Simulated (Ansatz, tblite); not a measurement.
**BEt2Ph (C10H15B): rung by rung**

An exercise on one series of results from a longer session: the logs are not shown, and one member is left open.

Method: as each input shows; program: Ansatz 0.2.0, Gaussian basis.

The runs, in order: GFN1-xTB, GFN2-xTB, PBE-D4/def2-TZVP, r2SCAN-D4/def2-TZVP, B3LYP-D4/def2-TZVP, B2PLYP/def2-TZVP, PBE-D4/def2-SVP, PBE0-D4/def2-SVP, HF/STO-3G, HF/6-31G, B3LYP-D4/6-31G, MP2/def2-SVP.

2 further runs of the same task are left out: 2 set aside as unsound or not needed. Runs told in other sessions of the task aren't counted.

### The geometry

The geometry is that of the singlet, from an earlier relaxation (PBE-D4/def2-SVP).

26 atoms, charge 0, spin multiplicity 1.

Bond lengths: B1–C2 1.584 Å, B1–C9 1.584 Å, B1–C16 1.572 Å, C2–C3 1.534 Å, C2–H4 1.113 Å, C2–H5 1.123 Å, C3–H6 1.110 Å, C3–H7 1.110 Å, C3–H8 1.108 Å, C9–C10 1.535 Å, C9–H11 1.112 Å, C9–H12 1.123 Å, C10–H13 1.110 Å, C10–H14 1.110 Å, C10–H15 1.108 Å, C16–C17 1.417 Å, C16–C21 1.417 Å, C17–C18 1.402 Å and more. Angles: C2–B1–C9 119.1°, C2–B1–C16 120.6°, C9–B1–C16 120.3°, B1–C2–C3 119.3°, B1–C2–H4 110.1°, B1–C2–H5 102.1°, C3–C2–H4 110.8°, C3–C2–H5 109.7°, H4–C2–H5 103.4°, C2–C3–H6 112.2°, C2–C3–H7 110.9°, C2–C3–H8 112.0°, H6–C3–H7 107.2°, H6–C3–H8 107.6°, H7–C3–H8 106.6°, B1–C9–C10 119.0°, B1–C9–H11 110.3°, B1–C9–H12 102.2° and more.

PBE0-D4/def2-TZVP was run before; its log isn't repeated, and its numbers join the tables.

Set-up of the first run:

Tight binding, by tblite at 300 K electronic temperature and without a spin-polarisation term:

```python
tblite.interface.Calculator('GFN1-xTB', numbers, positions, charge=0, uhf=0).singlepoint()
```

Tight binding, by tblite at 300 K electronic temperature and without a spin-polarisation term:

```python
tblite.interface.Calculator('GFN2-xTB', numbers, positions, charge=0, uhf=0).singlepoint()
```

start.molden holds the orbitals of an earlier run on this state, given as this run's starting guess.

Contents of in.yaml:

```yaml
crystal:
  periodic: [false, false, false]
  atoms:
    - {symbol: B, position_ang: [0.507675, 0.935139, 0.003572]}
    - {symbol: C, position_ang: [2.083905, 0.996387, 0.142411]}
    - {symbol: C, position_ang: [2.802682, -0.048745, 1.005484]}
    - {symbol: H, position_ang: [2.403674, 2.025250, 0.419688]}
    - {symbol: H, position_ang: [2.417342, 0.900046, -0.925585]}
    - {symbol: H, position_ang: [3.906728, 0.046561, 0.947450]}
    - {symbol: H, position_ang: [2.520577, 0.057188, 2.073657]}
    - {symbol: H, position_ang: [2.539521, -1.083945, 0.710273]}
    - {symbol: C, position_ang: [-0.305208, 2.286640, -0.142962]}
    - {symbol: C, position_ang: [-1.551674, 2.311280, -1.037931]}
    - {symbol: H, position_ang: [0.380955, 3.123926, -0.398522]}
    - {symbol: H, position_ang: [-0.599556, 2.502664, 0.918710]}
    - {symbol: H, position_ang: [-2.086420, 3.282179, -0.985993]}
    - {symbol: H, position_ang: [-1.280217, 2.143691, -2.100859]}
    - {symbol: H, position_ang: [-2.273451, 1.515567, -0.766097]}
    - {symbol: C, position_ang: [-0.243755, -0.445573, 0.008114]}
    - {symbol: C, position_ang: [0.243512, -1.555186, -0.726435]}
    - {symbol: C, position_ang: [-0.435003, -2.782442, -0.739589]}
    - {symbol: C, position_ang: [-1.607430, -2.944469, 0.016104]}
    - {symbol: C, position_ang: [-2.103833, -1.867004, 0.767451]}
    - {symbol: C, position_ang: [-1.439135, -0.632367, 0.746014]}
    - {symbol: H, position_ang: [1.168749, -1.451267, -1.316458]}
    - {symbol: H, position_ang: [-0.041394, -3.622518, -1.332863]}
    - {symbol: H, position_ang: [-2.134802, -3.910928, 0.019210]}
    - {symbol: H, position_ang: [-3.021762, -1.987583, 1.363699]}
    - {symbol: H, position_ang: [-1.851699, 0.205530, 1.331468]}
basis:
  gaussian: {orbitals: def2-TZVP, initial_orbitals: start.molden}
hamiltonian: {xc: pbe, dispersion: d4}
scf: {omitted_lower_state_checks: [starts]}
output: {orbitals: {seedname: orbitals}}
```

On the command line:

```bash
$ ansatz run in.yaml --threads 4 --pin off --events-out ev --progress --plain --max-ram 6963MiB
```

Steps of the session up to this table: PBE-D4/def2-TZVP; r2SCAN-D4/def2-TZVP; B3LYP-D4/def2-TZVP; B2PLYP/def2-TZVP; PBE-D4/def2-SVP; PBE0-D4/def2-SVP; HF/STO-3G; HF/6-31G; B3LYP-D4/6-31G; MP2/def2-SVP.

One of the session's tables, all rows but one given; the rest of the session is left out.

It belongs to the step «Binding energy». 

```
              level  binding an atom (eV)
          HF/STO-3G                 4.227
           HF/6-31G                 3.335
        HF/def2-SVP                 3.528
    PBE-D4/def2-SVP                 4.745
   PBE-D4/def2-TZVP                 4.689
r2SCAN-D4/def2-TZVP                 4.588
     B3LYP-D4/6-31G                 4.522
 B3LYP-D4/def2-TZVP                     ?
   PBE0-D4/def2-SVP                 4.683
  PBE0-D4/def2-TZVP                 4.622
       MP2/def2-SVP                 4.475
```

**Question.** Estimate the row for B3LYP-D4/def2-TZVP.

**Answer.** binding an atom (eV): 4.570. In the column «binding an atom (eV)» it lies between B3LYP-D4/6-31G (4.522) and r2SCAN-D4/def2-TZVP (4.588).

Limits of these values: Free atoms were run apart at each level; binding is atoms less cluster, divided by the number of atoms, without zero-point or spin-orbit terms.
